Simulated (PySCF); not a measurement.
# Br4Co (CoBr4): the cost of one run

Programs: PySCF 2.14.0, with routines of our own; each step states its level. All values are computed. Atoms count from 0.

## Step 1: The starting structure

5 atoms, charge 0, states of the metal's open shell are computed; geometry from: model geometry, bond lengths from ionic radii.

## Step 2: Ligand-field states: state-averaged CASSCF

The job: settings as JSON, then the geometry in Å.

```
{"job": {"kind": "lf", "basis": {"metal": "x2c-TZVPall", "ligand": "x2c-SVPall"}, "nevpt": true}, "charge": 0, "metal": "Co", "open_shell": "d5"}
Co     0.000000     0.000000     0.000000
Br     1.310585     1.310585     1.310585
Br    -1.310585    -1.310585     1.310585
Br    -1.310585     1.310585    -1.310585
Br     1.310585    -1.310585    -1.310585
```

Level: state-averaged CASSCF of the metal d shell, SC-NEVPT2 on the averaged canonical orbitals, state-interaction spin-orbit coupling.

Started as:

```
$ OMP_NUM_THREADS=1 python lf_run.py task.json out
```

The driver reads the jobs from task.json and runs them one after another.

Q: Estimate the wall time and peak memory of this first job on 1 thread of Arm Neoverse N1, shared host.

About 67 s, with a peak of 0.53 GiB.
